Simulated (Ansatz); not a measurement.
**In14As14 wurtzite off sphere (In₁₄As₁₄H₃₄): geometry, orbitals and charge**

Aim: characterise In14As14 wurtzite off sphere (In₁₄As₁₄H₃₄) as a singlet: its structure, frontier levels and distribution of charge.

The runs use Ansatz 0.2.0, Gaussian basis; RKS PBE0-D4/def2-SVP.

Plan: relaxation at PBE-D4/def2-SVP; a single point at PBE0-D4/def2-SVP.

1 further run of the same task is left out (set aside as unsound or not needed).

## (1) The system as given

62 atoms, charge 0, spin multiplicity 1.

Atoms are counted from 1 here; the program's logs count them from 0.

Bond lengths: As1–In2 2.645 Å, As1–In5 2.600 Å, As1–H29 1.517 Å, As1–H30 1.518 Å, In2–As4 2.611 Å, In2–H31 1.721 Å, In2–H32 1.700 Å, In3–As4 2.627 Å, In3–As8 2.629 Å, In3–H33 1.757 Å, In3–H34 1.718 Å, As4–In10 2.615 Å, As4–H35 1.533 Å, In5–As6 2.627 Å, In5–As9 2.598 Å, In5–H36 1.764 Å, As6–In11 2.607 Å, As6–H37 1.505 Å and more. Angles: In2–As1–In5 109.9°, In2–As1–H29 109.9°, In2–As1–H30 109.3°, In5–As1–H29 109.4°, In5–As1–H30 109.7°, H29–As1–H30 108.7°, As1–In2–As4 108.8°, As1–In2–H31 108.8°, As1–In2–H32 108.9°, As4–In2–H31 110.3°, As4–In2–H32 109.5°, H31–In2–H32 110.5°, As4–In3–As8 109.1°, As4–In3–H33 110.0°, As4–In3–H34 109.8°, As8–In3–H33 109.2°, As8–In3–H34 109.7°, H33–In3–H34 109.0° and more.

In takes a core potential in the def2 sets. No spin-orbit coupling is included.

The start is a built from a lattice or polyhedron geometry.

## (2) Relaxation at PBE-D4/def2-SVP

in.yaml

```yaml
crystal:
  periodic: [false, false, false]
  atoms:
    - {symbol: As, position_ang: [-1.549900, -5.554100, -0.656900]}
    - {symbol: In, position_ang: [-3.717100, -4.315900, 0.219500]}
    - {symbol: In, position_ang: [-3.705700, -1.846800, -3.280500]}
    - {symbol: As, position_ang: [-3.693200, -1.855100, -0.653700]}
    - {symbol: In, position_ang: [0.576400, -4.331900, 0.205600]}
    - {symbol: As, position_ang: [0.596500, -4.328900, 2.832500]}
    - {symbol: In, position_ang: [0.575700, -1.859300, -3.285800]}
    - {symbol: As, position_ang: [-1.559200, -0.599100, -4.145500]}
    - {symbol: As, position_ang: [0.546800, -1.883800, -0.664500]}
    - {symbol: In, position_ang: [-1.561400, -0.615300, 0.216100]}
    - {symbol: In, position_ang: [0.619200, -1.872200, 3.705900]}
    - {symbol: As, position_ang: [-1.524400, -0.608800, 2.846800]}
    - {symbol: In, position_ang: [-1.562800, 1.830800, -3.283400]}
    - {symbol: As, position_ang: [-1.553400, 1.837100, -0.672100]}
    - {symbol: In, position_ang: [-3.698700, 3.078300, 0.211300]}
    - {symbol: In, position_ang: [-1.553600, 1.856000, 3.703900]}
    - {symbol: As, position_ang: [-3.688700, 3.105800, 2.841700]}
    - {symbol: As, position_ang: [2.717700, -0.607500, -4.168100]}
    - {symbol: In, position_ang: [2.743200, -0.634600, 0.226500]}
    - {symbol: As, position_ang: [2.729700, -0.637200, 2.832100]}
    - {symbol: In, position_ang: [2.730800, 1.859600, -3.300700]}
    - {symbol: As, position_ang: [0.570900, 3.095500, -4.167600]}
    - {symbol: As, position_ang: [2.733500, 1.866900, -0.686600]}
    - {symbol: In, position_ang: [0.591300, 3.110900, 0.208300]}
    - {symbol: In, position_ang: [2.717800, 1.866800, 3.715300]}
    - {symbol: As, position_ang: [0.600900, 3.087300, 2.814600]}
    - {symbol: In, position_ang: [4.870900, 3.085800, 0.224400]}
    - {symbol: As, position_ang: [4.875400, 3.068000, 2.818900]}
    - {symbol: H, position_ang: [-1.541800, -6.989300, -0.164800]}
    - {symbol: H, position_ang: [-1.555100, -5.559800, -2.174900]}
    - {symbol: H, position_ang: [-5.105200, -5.145900, -0.368600]}
    - {symbol: H, position_ang: [-3.701500, -4.313600, 1.919000]}
    - {symbol: H, position_ang: [-3.699700, -3.495500, -3.887300]}
    - {symbol: H, position_ang: [-5.113300, -1.045000, -3.853000]}
    - {symbol: H, position_ang: [-4.940600, -1.128900, -0.136900]}
    - {symbol: H, position_ang: [2.013900, -5.162900, -0.389900]}
    - {symbol: H, position_ang: [-0.627300, -5.047700, 3.333200]}
    - {symbol: H, position_ang: [1.830700, -5.048900, 3.356300]}
    - {symbol: H, position_ang: [0.588000, -3.495800, -3.876700]}
    - {symbol: H, position_ang: [-1.548000, -0.634000, -5.670600]}
    - {symbol: H, position_ang: [0.610300, -1.878400, 5.414500]}
    - {symbol: H, position_ang: [-2.786900, -1.296800, 3.328500]}
    - {symbol: H, position_ang: [-2.994500, 2.684600, -3.878600]}
    - {symbol: H, position_ang: [-5.125900, 2.267000, -0.359200]}
    - {symbol: H, position_ang: [-3.703700, 4.737100, -0.369800]}
    - {symbol: H, position_ang: [-1.567700, 1.850700, 5.437300]}
    - {symbol: H, position_ang: [-4.938600, 2.359100, 3.327100]}
    - {symbol: H, position_ang: [-3.675700, 4.524800, 3.342700]}
    - {symbol: H, position_ang: [2.737700, -0.624800, -5.684100]}
    - {symbol: H, position_ang: [3.977500, -1.330800, -3.671400]}
    - {symbol: H, position_ang: [4.163200, -1.447600, -0.383000]}
    - {symbol: H, position_ang: [3.957600, -1.340900, 3.367900]}
    - {symbol: H, position_ang: [4.133100, 2.678100, -3.898000]}
    - {symbol: H, position_ang: [0.587400, 3.106000, -5.684200]}
    - {symbol: H, position_ang: [0.578000, 4.529000, -3.643500]}
    - {symbol: H, position_ang: [0.597400, 4.762600, -0.364100]}
    - {symbol: H, position_ang: [2.721100, 1.853600, 5.450500]}
    - {symbol: H, position_ang: [0.589100, 4.525100, 3.346100]}
    - {symbol: H, position_ang: [6.268200, 2.284700, -0.375800]}
    - {symbol: H, position_ang: [4.854900, 4.742500, -0.347400]}
    - {symbol: H, position_ang: [6.121000, 2.378400, 3.329500]}
    - {symbol: H, position_ang: [4.915600, 4.538800, 3.326400]}
basis:
  gaussian: {orbitals: def2-SVP, fitting: {mean_field: def2-universal-jkfit}}
hamiltonian: {xc: pbe, dispersion: d4}
scf: {lower_state_search: "off"}
output: {orbitals: {seedname: orbitals}}
relax: {f_tol: 0.03, max_steps: 70}
```

Run with:

```sh
$ ansatz run in.yaml --threads 10 --pin off --events-out ev --progress --plain --max-ram 110592MiB --backend cuda --devices 0, --max-vram 75GiB
```

After this run come: Single point, PBE0-D4/def2-SVP.

Before running them: what should the planned runs give, taken together? Wanted: point group; commonest bond, hydrogen aside; HOMO, LUMO at PBE0-D4/def2-SVP; dipole at PBE-D4/def2-SVP.

**Answer**, as computed:

| quantity | value |
| --- | --- |
| point group | C1 |
| commonest bond, hydrogen aside | As–In, 39 of mean length 2.688 Å |
| HOMO, LUMO at PBE0-D4/def2-SVP | -6.40, -1.89 eV |
| dipole at PBE-D4/def2-SVP | 2.77 D |

**Reading.** The molecule keeps its bonding pattern by the stored test; the atoms moved 0.31 Å (rms), and the angle As1–In2–As4 went from 109° to 88°. No usable vibrations, so a minimum isn't proven. Whether this spin is the lowest isn't tested here. The point group is read from a loosely relaxed geometry; soft torsions can leave it below the true symmetry.
